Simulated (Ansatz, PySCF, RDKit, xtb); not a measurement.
**CH3GaSb+: from the formula to a structure, part 1 of 2**

Task: start from the formula CH3GaSb+ (charge +1), draw up candidate structures, narrow them down in stages, and characterise the one that lies lowest at 298.15 K.

The funnel: GFN2-xTB relaxations, single points with a density functional, relaxations at r2SCAN-D4/def2-SVP, harmonic vibrations, and a last energy at a higher level. All values are calculated.

6 further runs of the same task are left out: 6 set aside as unsound or not needed.

### Step 1. Candidates

All bonding patterns within simple valence rules are listed by program: one Lewis structure each, at most two rings and one unusual centre or charged pair. O–O, O–halogen and N–halogen bonds and N–N–N chains are not drawn. That gives 17 candidates.

c052 [CH-]1[Ga+][SbH2+]1; c076 [CH]#[SbH][GaH+]; c155 [GaH2][C]#[SbH+]; c291 [CH]1=[SbH+][GaH]1; c316 [Ga][CH]=[SbH2+]; c325 [CH2]=[SbH+][Ga]; c330 [CH2+][Ga+][SbH-]; c331 [GaH+][CH]=[SbH]; c472 [GaH+][C-]=[SbH2+]; c510 [C]1[GaH][SbH2+]1 (triplet); c641 [CH]#[Sb+][GaH2]; c681 [Ga][CH]=[SbH2+] (triplet); c775 [CH2]1[Ga+][SbH]1; c871 [C+]#[SbH][GaH2]; c887 [CH2]=[Sb][GaH+]; c993 [C]1[GaH][SbH2+]1; c994 [CH2]=[SbH+][Ga] (triplet).

Candidates are built by distance geometry, with a force field where one applies, in up to four conformers (letters a to d). 6 starts with atoms placed at random are added, to find patterns that the rules miss.

### Step 2. Cheap relaxation of all starts

All 28 starts are relaxed the same way. One of them, c871a (enumerated, embedded by distance geometry), in full:

Contents of start.xyz:

```xyz
6
c871a
C     -1.156754     1.973744    -0.504832
Ga     0.387592    -1.243930    -0.428718
Sb    -0.024008     1.194144     0.429321
H      1.476693     1.989824     0.870313
H     -0.035605    -2.034638    -1.794991
H      1.436551    -2.324287     0.338801
```

The run is started by

```
xtb start.xyz --gfn 2 --opt --chrg 1
```

The program printed, shortened:

```text
* xtb version 6.7.1
[...]
          :  # basis functions                  27          :
[...]
          :  # electrons                        14          :
[...]
          :  Hamiltonian                  GFN2-xTB          :
[...]
          :  net charge                          1          :
          :  unpaired electrons                  0          :
[...]
   *** convergence criteria satisfied after 17 iterations ***
[...]
   *** GEOMETRY OPTIMIZATION CONVERGED AFTER 66 ITERATIONS ***
[...]
   *** convergence criteria satisfied after 3 iterations ***
[...]
         ::                     SUMMARY                     ::
         :::::::::::::::::::::::::::::::::::::::::::::::::::::
         :: total energy              -6.551707435325 Eh    ::
         :: gradient norm              0.000755574874 Eh/a0 ::
         :: HOMO-LUMO gap              1.493653972497 eV    ::
         ::.................................................::
         :: SCC energy                -6.598819773121 Eh    ::
         :: -> isotropic ES            0.133518742750 Eh    ::
         :: -> anisotropic ES         -0.006488310729 Eh    ::
         :: -> anisotropic XC         -0.002298655685 Eh    ::
         :: -> dispersion             -0.003223600210 Eh    ::
         :: repulsion energy           0.047112337796 Eh    ::
         :: add. restraining           0.000000000000 Eh    ::
         :: total charge               1.000000000000 e     ::
         :::::::::::::::::::::::::::::::::::::::::::::::::::::
[...]
         7        2.0000           -0.5837312             -15.8841 (HOMO)
         8                         -0.5288404             -14.3905 (LUMO)
[...]
     #   Z          covCN         q      C6AA      α(0)
     1   6 C        2.653    -0.191    33.013     9.400
     2  31 Ga       2.664     0.361   209.634    32.469
     3  51 Sb       0.947     0.619   408.082    40.270
     4   1 H        0.926     0.177     1.222     1.728
     5   1 H        0.902     0.027     2.638     2.541
     6   1 H        0.902     0.008     2.929     2.678
[...]
     #   Z sym  total        # sym  WBO       # sym  WBO       # sym  WBO
 ---------------------------------------------------------------------------
     1   6 C    3.895 --     3 Sb   2.280     4 H    0.860     2 Ga   0.639
     2  31 Ga   2.314 --     6 H    0.749     5 H    0.737     1 C    0.639
                             3 Sb   0.140
     3  51 Sb   2.555 --     1 C    2.280     2 Ga   0.140
     4   1 H    0.969 --     1 C    0.860
     5   1 H    0.999 --     2 Ga   0.737     6 H    0.161
     6   1 H    1.000 --     2 Ga   0.749     5 H    0.161
 ---------------------------------------------------------------------------
[...]
molecular dipole:
                 x           y           z       tot (Debye)
 q only:        1.586       1.214       1.189
   full:        1.915       1.631       1.736       7.768
molecular quadrupole (traceless):
[...]
          | TOTAL ENERGY               -6.551707435325 Eh   |
          | GRADIENT NORM               0.000755574874 Eh/α |
          | HOMO-LUMO GAP               1.493653972497 eV   |
           -------------------------------------------------
[...]
```

Run time: 0.26 s. Hardware: 1 thread of Intel Xeon 6975P-C (Granite Rapids), shared host.

### Step 3. Distinct minima at GFN2-xTB

28 of the 28 relaxations converged; 12 ended on a minimum already found. 16 distinct structures remain:

```tsv
label	start	SMILES after	spin	energy (kcal/mol)	note
c985	random and drawn	[CH2][SbH].[Ga] ‡	singlet	0.0	loosely bound
c797	random	[CH2][SbH].[Ga] ‡	singlet	0.0	loosely bound
c887a	drawn	[CH2]=[Sb][GaH+]	singlet	27.2	
c996	random	[Ga][CH][Sb].[H][H] ‡	singlet	30.3	fell apart
c994b	drawn	[Ga][CH2][SbH] ‡	triplet	35.2	bonds changed
c330a	drawn	[CH2][Ga][SbH] ‡	singlet	53.8	
c871a	drawn	[GaH2][CH][Sb] ‡	singlet	57.0	bonds changed
c155a	drawn	[GaH+][CH]=[SbH]	singlet	61.1	bonds changed
c291a	drawn	[GaH+][CH]=[SbH]	singlet	61.2	bonds changed
c118	random	[GaH+][CH]=[SbH]	singlet	61.3	
c052a	drawn	[CH][SbH2].[Ga] ‡	singlet	61.9	loosely bound
c681b	drawn	[Ga][CH][SbH2] ‡	triplet	79.7	
c076a	drawn	[CH][SbH].[GaH] ‡	singlet	100.4	loosely bound
c472a	drawn	[GaH][C][SbH2] ‡	singlet	121.0	
c472b	drawn	[GaH][C][SbH2] ‡	singlet	121.1	
c510a	drawn	[GaH][C][SbH2] ‡	triplet	138.2	bonds changed
```

‡ marks the bonded skeleton alone, with all bonds drawn single: no Lewis structure was assigned that passes a check against the bond lengths.

GFN2-xTB has no spin polarisation, so it can't rank spin states and is rough for open shells.

### Step 4. Single points on the low minima

A choice of the minima (the low ones first, few conformers of a pattern, up to a cap) and the lowest that fell apart get a single point at r2SCAN-D4/def2-SVP on the tight-binding geometry, and one at HF/STO-3G for comparison. The lowest singlets are also tried as triplets at the same geometry (label ending in t). The first, c985:

Contents of input.yaml:

```yaml
crystal:
  periodic: [false, false, false]
  atoms:
    - symbol: C
      position_ang: [0.483797, 0.418220, -0.425557]
    - symbol: Ga
      position_ang: [-0.845493, 2.266330, 0.414530]
    - symbol: Sb
      position_ang: [0.307530, -1.599823, -0.050773]
    - symbol: H
      position_ang: [1.431822, 0.818048, -0.062993]
    - symbol: H
      position_ang: [-0.854297, -1.782203, -1.296266]
    - symbol: H
      position_ang: [0.319241, 0.665618, -1.474501]
basis:
  gaussian: {orbitals: def2-SVP}
total_charge: 1
hamiltonian: {xc: {name: r2SCAN}, dispersion: d4}
scf: {lower_state_search: off}
output: {orbitals: {seedname: orbitals}}
```

The run is started by

```
ansatz run input.yaml --threads 1 --pin off --max-ram 2610MiB --events-out events.jsonl --progress --plain --runs-dir runs
```

The program printed, shortened:

```text
Warning: RAYON_NUM_THREADS=1 ignored (pool sized by the plan → 1); use --threads N
Functional definition: r2SCAN
  name "r2SCAN"
[...]
1003 factors; their error is unknown
[...]
mean field -59987.36604179 eV, -2204.4950411387 hartree, gradient 8.8e-6 eV, S^2 0.000000; 0 other end points of the search recorded, 0 dependent functions left out
reference -59987.36605321 eV, -2204.4950415584 hartree; 31, 31 occupied and 56, 56 virtual orbitals, 1003 factors
Total energy: -59987.39743955 eV, -2204.4961949853 hartree
Checks for a lower state left out: stability, starts, cluster_reference, orbital_swaps, neighbouring_geometries, increment
```

It took 1.6 s on 1 thread of Intel Xeon 6975P-C (Granite Rapids), shared host.

Relative energies in kcal/mol, each column from its lowest structure that stays in one piece:

```tsv
label	SMILES	spin	GFN2-xTB	HF/STO-3G	r2SCAN-D4/def2-SVP
c985	[CH2][SbH].[Ga] ‡	singlet	0.0	83.1	0.0
c797	[CH2][SbH].[Ga] ‡	singlet	0.0	83.5	0.1
c887a	[CH2]=[Sb][GaH+]	singlet	27.2	80.5	14.7
c994b	[Ga][CH2][SbH] ‡	triplet	35.2	0.0	18.8
c985t	[CH2][SbH].[Ga] ‡	triplet	–	–	33.4
c996	[Ga][CH][Sb].[H][H] ‡	singlet	30.3	143.8	41.3
```

‡ marks the bonded skeleton alone, with all bonds drawn single: no Lewis structure was assigned that passes a check against the bond lengths.

### Step 5. A second chance for lost patterns

Some ordinary bonding patterns rearranged or fell apart under GFN2-xTB. Their starts are relaxed at r2SCAN-D4/def2-SVP instead (label ending in r). The first, c155ar:

Contents of input.yaml:

```yaml
crystal:
  periodic: [false, false, false]
  atoms:
    - {symbol: C, position_ang: [0.646371, -0.330414, -0.277722]}
    - {symbol: Ga, position_ang: [-0.380766, 0.093132, 1.409274]}
    - {symbol: Sb, position_ang: [1.532845, -0.721921, -1.789162]}
    - {symbol: H, position_ang: [-1.751259, -0.234912, 1.648686]}
    - {symbol: H, position_ang: [-0.480471, 1.735928, 1.241045]}
    - {symbol: H, position_ang: [2.371769, -1.087606, -3.306505]}
basis:
  gaussian: {orbitals: def2-SVP}
total_charge: 1
hamiltonian: {xc: r2scan, dispersion: d4}
scf: {lower_state_search: off}
relax: {f_tol: 0.01}
output: {orbitals: {seedname: orbitals}}
```

The run is started by

```
ansatz run input.yaml --threads 1 --pin off --max-ram 2610MiB --events-out events.jsonl --progress --plain --runs-dir runs
```

The program printed, shortened:

```text
Warning: RAYON_NUM_THREADS=1 ignored (pool sized by the plan → 1); use --threads N
[...]
Functional definition: r2SCAN
  name "r2SCAN"
[...]
1003 factors; their error is unknown
[...]
mean field -59981.53834038 eV, -2204.2808770620 hartree, gradient 3.4e-6 eV, S^2 0.000000; 0 other end points of the search recorded, 0 dependent functions left out
[...]
reference -59981.53835243 eV, -2204.2808775048 hartree; 31, 31 occupied and 56, 56 virtual orbitals, 1003 factors
relax step   1: F+E_penalty+E_count = -59981.56464622 eV  Δ(F+E_penalty+E_count) = +0.000e0 eV  max|allowed force component| = 2.890e0 eV/Å  Δτ_max = 0.0000 Å  (20 SCF iters, accepted)
[...]
relax step  10: F+E_penalty+E_count = -59984.06301359 eV  Δ(F+E_penalty+E_count) = -3.619e-2 eV  max|allowed force component| = 1.792e-1 eV/Å  Δτ_max = 0.1957 Å  (21 SCF iters, accepted)
[...]
relax step  37: F+E_penalty+E_count = -59986.81840269 eV  Δ(F+E_penalty+E_count) = -2.092e-5 eV  max|allowed force component| = 7.026e-3 eV/Å  Δτ_max = 0.0034 Å  (14 SCF iters, accepted)
Total energy: -59986.81841328 eV, -2204.4749161623 hartree
Atom 0 at     1.010493    -0.076627    -1.040930 Å, force     0.001768    -0.004900    -0.003816 eV/Å
Atom 1 at     0.159831     0.800983     0.354941 Å, force    -0.002535     0.001142     0.003401 eV/Å
Atom 2 at     0.218151    -1.908309    -0.715169 Å, force    -0.000019     0.007026     0.002179 eV/Å
Atom 3 at    -0.626554    -1.095860     0.648990 Å, force     0.000473    -0.002228    -0.000966 eV/Å
Atom 4 at    -0.540413     1.513894     1.500690 Å, force     0.000924    -0.000994    -0.001632 eV/Å
Atom 5 at     1.716982     0.220126    -1.822907 Å, force    -0.000611    -0.000047     0.000833 eV/Å
Dipole moment:    -0.003357     0.333181     0.126797 e Å
Checks for a lower state left out: stability, starts, cluster_reference, orbital_swaps, neighbouring_geometries, increment
```

Wall time 77 s (1 thread of Intel Xeon 6975P-C (Granite Rapids), shared host).

Energies at r2SCAN-D4/def2-SVP after that relaxation, from the lowest structure of the screen (which was not relaxed at this level):

```tsv
label	SMILES	spin	energy (kcal/mol)
c155ar	[CH]1=[SbH+][GaH]1	singlet	13.4
c775ar	[Ga][CH2][SbH] ‡	singlet	-2.9
```

‡ marks the bonded skeleton alone, with all bonds drawn single: no Lewis structure was assigned that passes a check against the bond lengths.

### Step 6. Refinement at r2SCAN-D4/def2-SVP

5 candidates are relaxed at r2SCAN-D4/def2-SVP (chosen among the lowest in one piece). The first, c775ar:

Contents of input.yaml:

```yaml
crystal:
  periodic: [false, false, false]
  atoms:
    - {symbol: C, position_ang: [-0.040203, 0.102840, 0.022490]}
    - {symbol: Ga, position_ang: [0.775482, 2.184198, -0.179336]}
    - {symbol: Sb, position_ang: [0.237535, -1.359410, -1.382949]}
    - {symbol: H, position_ang: [0.478290, -0.010536, 0.990935]}
    - {symbol: H, position_ang: [-1.072832, 0.484951, 0.110441]}
    - {symbol: H, position_ang: [1.734477, -1.836851, -0.685930]}
basis:
  gaussian:
    orbitals: def2-SVP
total_charge: 1
hamiltonian:
  xc: r2scan
  dispersion: d4
scf:
  lower_state_search: off
relax:
  f_tol: 0.003
```

The run is started by

```
ansatz run input.yaml --threads 1 --pin off --max-ram 2610MiB --events-out events.jsonl --progress --plain --runs-dir runs
```

The program printed, shortened:

```text
Warning: RAYON_NUM_THREADS=1 ignored (pool sized by the plan → 1); use --threads N
[...]
Functional definition: r2SCAN
  name "r2SCAN"
[...]
1003 factors; their error is unknown
[...]
mean field -59987.49120861 eV, -2204.4996409344 hartree, gradient 3.0e-6 eV, S^2 0.000000; 0 other end points of the search recorded, 0 dependent functions left out
[...]
reference -59987.49121967 eV, -2204.4996413410 hartree; 31, 31 occupied and 56, 56 virtual orbitals, 1003 factors
relax step   1: F+E_penalty+E_count = -59987.52162561 eV  Δ(F+E_penalty+E_count) = +0.000e0 eV  max|allowed force component| = 3.132e-3 eV/Å  Δτ_max = 0.0000 Å  (18 SCF iters, accepted)
[...]
relax step   2: F+E_penalty+E_count = -59987.52162610 eV  Δ(F+E_penalty+E_count) = -4.977e-7 eV  max|allowed force component| = 1.672e-3 eV/Å  Δτ_max = 0.0004 Å  (12 SCF iters, accepted)
Total energy: -59987.52163717 eV, -2204.5007591634 hartree
Atom 0 at    -0.040373     0.102800     0.022581 Å, force     0.000731    -0.001672     0.000451 eV/Å
Atom 1 at     0.775745     2.184096    -0.179468 Å, force     0.000165     0.000860    -0.000237 eV/Å
Atom 2 at     0.237669    -1.359129    -1.382999 Å, force    -0.000030    -0.000191    -0.000029 eV/Å
Atom 3 at     0.478234    -0.010240     0.990977 Å, force    -0.000430    -0.000101     0.000031 eV/Å
Atom 4 at    -1.073114     0.484713     0.110580 Å, force    -0.000114     0.000549    -0.000135 eV/Å
Atom 5 at     1.734587    -1.837048    -0.686020 Å, force    -0.000321     0.000555    -0.000081 eV/Å
Dipole moment:     0.058637     0.508222     0.245811 e Å
Checks for a lower state left out: stability, starts, cluster_reference, orbital_swaps, neighbouring_geometries, increment
```

Wall time 3.9 s (1 thread of Intel Xeon 6975P-C (Granite Rapids), shared host).

After the run. Bond lengths: C1–Ga2 2.245 Å, C1–Sb3 2.047 Å, C1–H4 1.104 Å, C1–H5 1.105 Å, Sb3–H6 1.719 Å. Angles: Ga2–C1–Sb3 123.4°, Ga2–C1–H4 90.2°, Ga2–C1–H5 91.5°, Sb3–C1–H4 117.7°, Sb3–C1–H5 115.4°, C1–Sb3–H6 92.2°, H4–C1–H5 113.9°.

### Step 7. The relaxed candidates

```tsv
label	spin	r2SCAN-D4/def2-SVP (kcal/mol)	r2SCAN-D4/def2-SVP, relaxed (kcal/mol)	time	note
c797	singlet	0.1	0.0	17 s	same minimum as c775ar
c775ar	singlet	-2.9	0.0	3.9 s	
c985	singlet	0.0	0.0	14 s	same minimum as c775ar
c887a	singlet	14.7	10.1	38 s	
c155ar	singlet	13.4	16.2	5.7 s
```

c797: Bond lengths: C1–Ga2 2.245 Å, C1–Sb3 2.047 Å, C1–H4 1.105 Å, Sb3–H5 1.719 Å, C1–H6 1.104 Å. Angles: Ga2–C1–Sb3 123.4°, Ga2–C1–H4 91.5°, Ga2–C1–H6 90.2°, Sb3–C1–H4 115.4°, Sb3–C1–H6 117.7°, C1–Sb3–H5 92.2°, H4–C1–H6 113.9°.

c775ar: Bond lengths: C1–Ga2 2.245 Å, C1–Sb3 2.047 Å, C1–H4 1.104 Å, C1–H5 1.105 Å, Sb3–H6 1.719 Å. Angles: Ga2–C1–Sb3 123.4°, Ga2–C1–H4 90.2°, Ga2–C1–H5 91.5°, Sb3–C1–H4 117.7°, Sb3–C1–H5 115.4°, C1–Sb3–H6 92.2°, H4–C1–H5 113.9°.

c985: Bond lengths: C1–Ga2 2.245 Å, C1–Sb3 2.047 Å, C1–H4 1.105 Å, Sb3–H5 1.719 Å, C1–H6 1.104 Å. Angles: Ga2–C1–Sb3 123.4°, Ga2–C1–H4 91.5°, Ga2–C1–H6 90.2°, Sb3–C1–H4 115.4°, Sb3–C1–H6 117.7°, C1–Sb3–H5 92.2°, H4–C1–H6 113.9°.

c887a: Bond lengths: C1–Sb3 2.036 Å, Ga2–Sb3 2.518 Å, C1–H4 1.102 Å, C1–H5 1.109 Å, Ga2–H6 1.550 Å. Angles: C1–Sb3–Ga2 66.3°, Sb3–C1–H4 118.2°, Sb3–C1–H5 133.2°, Sb3–Ga2–H6 160.6°, H4–C1–H5 108.6°.

### Step 8. Harmonic analysis of the finalists

The lowest few in one piece go on as finalists. Harmonic vibrations at r2SCAN-D4/def2-SVP test each finalist and give the zero-point energy and the thermal terms. The first, c775ar:

Contents of input.yaml:

```yaml
basis:
  gaussian:
    orbitals: def2-SVP
crystal:
  periodic: [false, false, false]
  atoms:
    - {symbol: C, position_ang: [-0.040373, 0.102800, 0.022581]}
    - {symbol: Ga, position_ang: [0.775745, 2.184096, -0.179468]}
    - {symbol: Sb, position_ang: [0.237669, -1.359129, -1.382999]}
    - {symbol: H, position_ang: [0.478234, -0.010240, 0.990977]}
    - {symbol: H, position_ang: [-1.073114, 0.484713, 0.110580]}
    - {symbol: H, position_ang: [1.734587, -1.837048, -0.686020]}
total_charge: 1
hamiltonian:
  xc: {name: r2SCAN}
  dispersion: d4
scf:
  lower_state_search: off
phonons: {}
```

The run is started by

```
ansatz run input.yaml --threads 1 --pin off --max-ram 2610MiB --events-out events.jsonl --progress --plain --runs-dir runs
```

The program printed, shortened:

```text
Warning: RAYON_NUM_THREADS=1 ignored (pool sized by the plan → 1); use --threads N
Functional definition: r2SCAN
  name "r2SCAN"
[...]
1003 factors; their error is unknown
[...]
mean field -59987.49120878 eV, -2204.4996409406 hartree, gradient 3.0e-6 eV, S^2 0.000000; 0 other end points of the search recorded, 0 dependent functions left out
[...]
reference -59987.49121984 eV, -2204.4996413473 hartree; 31, 31 occupied and 56, 56 virtual orbitals, 1003 factors
[...]
1003 factors; their error is unknown
mean field -59987.49108374 eV, -2204.4996363457 hartree, gradient 1.2e-6 eV, S^2 0.000000; 0 other end points of the search recorded, 0 dependent functions left out
[...]
reference -59987.49109481 eV, -2204.4996367523 hartree; 31, 31 occupied and 56, 56 virtual orbitals, 1003 factors
[...]
1003 factors; their error is unknown
[...]
reference -59987.49120981 eV, -2204.4996409784 hartree; 31, 31 occupied and 56, 56 virtual orbitals, 1003 factors
Total energy: -59987.52163712 eV, -2204.5007591618 hartree
Atom 0 at    -0.040373     0.102800     0.022581 Å, force     0.000732    -0.001669     0.000441 eV/Å
Atom 1 at     0.775745     2.184096    -0.179468 Å, force     0.000165     0.000857    -0.000237 eV/Å
Atom 2 at     0.237669    -1.359129    -1.382999 Å, force    -0.000040    -0.000189    -0.000037 eV/Å
Atom 3 at     0.478234    -0.010240     0.990977 Å, force    -0.000423    -0.000101     0.000044 eV/Å
Atom 4 at    -1.073114     0.484713     0.110580 Å, force    -0.000120     0.000548    -0.000135 eV/Å
Atom 5 at     1.734587    -1.837048    -0.686020 Å, force    -0.000312     0.000553    -0.000076 eV/Å
Dipole moment:     0.058637     0.508223     0.245811 e Å
Vibrations: 97.58 254.39 265.96 586.62 651.28 727.99 794.31 912.35 1318.88 1963.42 3039.64 3157.76 cm⁻¹, zero-point energy 0.853642 eV
Checks for a lower state left out: stability, starts, cluster_reference, orbital_swaps, neighbouring_geometries, increment
```

It took 60 s on 1 thread of Intel Xeon 6975P-C (Granite Rapids), shared host.

### Step 9. Zero-point energy and free-energy terms

At 298.15 K and 1 atm, ideal gas, rigid rotor and harmonic oscillator:

```tsv
label	SMILES	spin	point group	lowest mode (cm⁻¹)	zero-point (kcal/mol)	G − E (kcal/mol)
c775ar	[Ga][CH2][SbH] ‡	singlet	C1	98	19.7	-0.1
c887a	[CH2]=[Sb][GaH+]	singlet	Cs	129	19.2	0.1
c155ar	[CH]1=[SbH+][GaH]1	singlet	Cs	140	17.8	-1.0
```

Chiral structures get −RT ln 2 for their mirror image.

‡ marks the bonded skeleton alone, with all bonds drawn single: no Lewis structure was assigned that passes a check against the bond lengths.

### Step 10. Last filter: a higher level

Single points at CCSD(T)/def2-TZVP on the refined geometries decide the order.

c775ar, CCSD(T)/def2-TZVP:

Contents of input.yaml:

```yaml
crystal:
  periodic: [false, false, false]
  atoms:
    - symbol: C
      position_ang: [-0.040373, 0.102800, 0.022581]
    - symbol: Ga
      position_ang: [0.775745, 2.184096, -0.179468]
    - symbol: Sb
      position_ang: [0.237669, -1.359129, -1.382999]
    - symbol: H
      position_ang: [0.478234, -0.010240, 0.990977]
    - symbol: H
      position_ang: [-1.073114, 0.484713, 0.110580]
    - symbol: H
      position_ang: [1.734587, -1.837048, -0.686020]
basis:
  gaussian:
    orbitals: def2-TZVP
total_charge: 1
correlation:
  method: ccsd_t
  frozen_orbitals: {Sb: 4, H: 0, C: 1, Ga: 9}
```

The run is started by

```
ansatz run input.yaml --threads 1 --pin off --max-ram 2610MiB --events-out events.jsonl --progress --plain --runs-dir runs
```

The program printed, shortened:

```text
Warning: RAYON_NUM_THREADS=1 ignored (pool sized by the plan → 1); use --threads N
Functional definition: HF
  name "HF"
[...]
1134 factors; integrals over basis functions are off by at most 1.0e-3 eV
[...]
mean field -59915.83520143 eV, -2201.8663312407 hartree, gradient 4.2e-6 eV, S^2 0.000000; 1 other end points of the search recorded, 0 dependent functions left out; unrestricted orbitals would lower it
14 core orbitals not correlated: weight in the atoms' cores, before any rotation towards them, 1.000 or more for the frozen orbitals, at most 0.000 for the correlated occupied ones
reference -59915.83520143 eV, -2201.8663312407 hartree; 17, 17 occupied and 116, 116 virtual orbitals, 1134 factors
second order -18.95420070 eV of doubles, -0.00000000 eV of singles
cycle   1  -18.33696572 eV  change    6.2e-1 eV  update   1.4e-1
[...]
cycle  11  -19.10346151 eV  change   -3.3e-6 eV  update   4.1e-5
perturbative correction -0.81717571 eV, -0.0300306533 hartree
Total energy: -59935.75583865 eV, -2202.5984011559 hartree
```

Run time: 32 s. Hardware: 1 thread of Intel Xeon 6975P-C (Granite Rapids), shared host; peak memory 1.1 GiB.

(Continued in part 2 of 2.)
